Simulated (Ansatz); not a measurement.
# C2H8FGaOSi: small, medium and large basis sets

The task here is to estimate one member of a computed series from the others.

Computed with Ansatz 0.2.0, Gaussian basis. Level: one geometry, several basis sets.

The runs, in order: PBE0-D4/def2-SVP; ωB97M-V/def2-SVP; PBE0-D4/def2-QZVPP; ωB97M-V/def2-QZVPP; the functionals' def2-TZVPP values are taken from earlier runs.

### Structure used throughout

The geometry comes from an earlier relaxation with PBE0-D4 in a triple-zeta def2 set; it is a stationary point, not always the lowest conformer.

SMILES `C[SiH2][GaH][CH](O)F`, 14 atoms, charge 0, spin multiplicity 1.

Atoms are counted from 1 here; the program's logs count them from 0.

Bond lengths: C1–Si2 1.876 Å, C1–H7 1.092 Å, C1–H8 1.092 Å, C1–H9 1.092 Å, Si2–Ga3 2.409 Å, Si2–H10 1.494 Å, Si2–H11 1.493 Å, Ga3–C4 2.023 Å, Ga3–H12 1.575 Å, C4–O5 1.383 Å, C4–F6 1.407 Å, C4–H13 1.097 Å, O5–H14 0.964 Å. Angles: Si2–C1–H7 110.3°, Si2–C1–H8 111.2°, Si2–C1–H9 110.4°, H7–C1–H8 108.7°, H7–C1–H9 107.5°, H8–C1–H9 108.7°, C1–Si2–Ga3 111.8°, C1–Si2–H10 110.4°, C1–Si2–H11 110.4°, Ga3–Si2–H10 108.9°, Ga3–Si2–H11 109.0°, H10–Si2–H11 106.2°, Si2–Ga3–C4 115.2°, Si2–Ga3–H12 127.0°, C4–Ga3–H12 117.8°, Ga3–C4–O5 106.3°, Ga3–C4–F6 107.9°, Ga3–C4–H13 117.1° and more.

Geometry (Å):

```xyz
14
charge 0, multiplicity 1
C     0.1501   -1.9913    0.5182
Si    1.4642   -0.9754   -0.3546
Ga    0.7892    1.3219   -0.6213
C    -1.0232    1.7813    0.1510
O    -1.9450    1.0188   -0.5426
F    -1.0242    1.4016    1.5060
H    -0.7844   -1.9653   -0.0459
H     0.4633   -3.0317    0.6290
H    -0.0523   -1.5798    1.5091
H     2.7470   -1.0184    0.4093
H     1.7599   -1.5540   -1.6993
H     1.6023    2.4729   -1.3254
H    -1.3065    2.8407    0.1629
H    -2.8403    1.2789   -0.2964
```

Set-up of the first run:

in.yaml reads:

```yaml
crystal:
  periodic: [false, false, false]
  atoms:
    - {symbol: C, position_ang: [0.150061, -1.991336, 0.518219]}
    - {symbol: Si, position_ang: [1.464221, -0.975420, -0.354622]}
    - {symbol: Ga, position_ang: [0.789183, 1.321927, -0.621300]}
    - {symbol: C, position_ang: [-1.023181, 1.781263, 0.150988]}
    - {symbol: O, position_ang: [-1.945000, 1.018783, -0.542625]}
    - {symbol: F, position_ang: [-1.024197, 1.401551, 1.505981]}
    - {symbol: H, position_ang: [-0.784418, -1.965280, -0.045915]}
    - {symbol: H, position_ang: [0.463286, -3.031744, 0.629033]}
    - {symbol: H, position_ang: [-0.052345, -1.579825, 1.509075]}
    - {symbol: H, position_ang: [2.746991, -1.018373, 0.409339]}
    - {symbol: H, position_ang: [1.759936, -1.553988, -1.699342]}
    - {symbol: H, position_ang: [1.602259, 2.472902, -1.325351]}
    - {symbol: H, position_ang: [-1.306477, 2.840650, 0.162919]}
    - {symbol: H, position_ang: [-2.840319, 1.278899, -0.296388]}
basis:
  gaussian: {orbitals: def2-SVP}
hamiltonian: {xc: pbe0, dispersion: d4}
output: {orbitals: {seedname: orbitals}}
```

Command:

```console
ansatz run in.yaml --threads 2 --pin off --events-out ev --progress --plain --max-ram 22528MiB --backend cpu
```

Steps of the session up to this table: PBE0-D4 in def2-SVP; ωB97M-V in def2-SVP; PBE0-D4 in def2-QZVPP; ωB97M-V in def2-QZVPP.

One table of the session follows, with a row left open; its other results are not shown here.

It belongs to the step «Density functionals: the series». 

| functional | basis | HOMO (eV) | LUMO (eV) |
| --- | --- | --- | --- |
| PBE0-D4 | def2-SVP | -7.02 | -1.77 |
| PBE0-D4 | def2-TZVPP | ? | ? |
| PBE0-D4 | def2-QZVPP | -7.10 | -1.89 |
| ωB97M-V | def2-SVP | -9.09 | -0.03 |
| ωB97M-V | def2-TZVPP | -9.16 | -0.14 |
| ωB97M-V | def2-QZVPP | -9.19 | -0.25 |

Q: Estimate the row for PBE0-D4, def2-TZVPP from the others.

The run gave: HOMO (eV): -7.08; LUMO (eV): -1.85. In the column «HOMO (eV)» it lies between PBE0-D4, def2-QZVPP (-7.10) and PBE0-D4, def2-SVP (-7.02).
